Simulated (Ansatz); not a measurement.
# C: the cost of one run

Method: DFT PBE, plane waves, PAW, scalar-relativistic, no spin polarisation, in Ansatz 0.2.0.

## Step 1: The starting structure

The cell holds 16 atoms (C16): a = 5.212 Å, b = 5.212 Å, c = 5.212 Å, α = 60.00°, β = 60.00°, γ = 60.00°.

Structure file:

```
CELL_PARAMETERS angstrom
0.00000 3.68524 3.68524
3.68524 0.00000 3.68524
3.68524 3.68524 0.00000
ATOMIC_POSITIONS crystal
C 0.00000 0.00000 0.00000
C 0.12500 0.12500 0.12500
C 0.00000 0.00000 0.50000
C 0.12500 0.12500 0.62500
C 0.00000 0.50000 0.00000
C 0.12500 0.62500 0.12500
C 0.00000 0.50000 0.50000
C 0.12500 0.62500 0.62500
C 0.50000 0.00000 0.00000
C 0.62500 0.12500 0.12500
C 0.50000 0.00000 0.50000
C 0.62500 0.12500 0.62500
C 0.50000 0.50000 0.00000
C 0.62500 0.62500 0.12500
C 0.50000 0.50000 0.50000
C 0.62500 0.62500 0.62500
```

## Step 2: Run 1

100 steps of 0.75 fs under a Langevin thermostat at 2800 K.

File input.yaml:

```yaml
crystal:
  lattice:
    - [0.0, 3.68524, 3.68524]
    - [3.68524, 0.0, 3.68524]
    - [3.68524, 3.68524, 0.0]
  atoms:
    - { symbol: C, position: [0.0, 0.0, 0.0] }
    - { symbol: C, position: [0.125, 0.125, 0.125] }
    - { symbol: C, position: [0.0, 0.0, 0.5] }
    - { symbol: C, position: [0.125, 0.125, 0.625] }
    - { symbol: C, position: [0.0, 0.5, 0.0] }
    - { symbol: C, position: [0.125, 0.625, 0.125] }
    - { symbol: C, position: [0.0, 0.5, 0.5] }
    - { symbol: C, position: [0.125, 0.625, 0.625] }
    - { symbol: C, position: [0.5, 0.0, 0.0] }
    - { symbol: C, position: [0.625, 0.125, 0.125] }
    - { symbol: C, position: [0.5, 0.0, 0.5] }
    - { symbol: C, position: [0.625, 0.125, 0.625] }
    - { symbol: C, position: [0.5, 0.5, 0.0] }
    - { symbol: C, position: [0.625, 0.625, 0.125] }
    - { symbol: C, position: [0.5, 0.5, 0.5] }
    - { symbol: C, position: [0.625, 0.625, 0.625] }
basis:
  ecutwfc: 420.0
kpoints:
  mp_grid: { grid: [3, 3, 3] }
hamiltonian:
  xc: pbe
scf:
  occupations: { method: fermi_dirac, width: 0.24 }
  lower_state_search: "off"
md:
  timestep: 0.75
  n_steps: 100
  ensemble: nvt_langevin
  temperature: 2800.0
  initial_velocities: maxwell_boltzmann
  seed: 668945
  friction: 0.02
```

Command:

```sh
> ansatz run input.yaml --threads 1 --pin off --max-ram 3072MiB --backend cpu --events-out ev --progress --plain --runs-dir out
```

What time and memory should one allow on 1 thread of Arm Neoverse V2, shared host?

About 8 min, with a peak of 0.4 GiB.
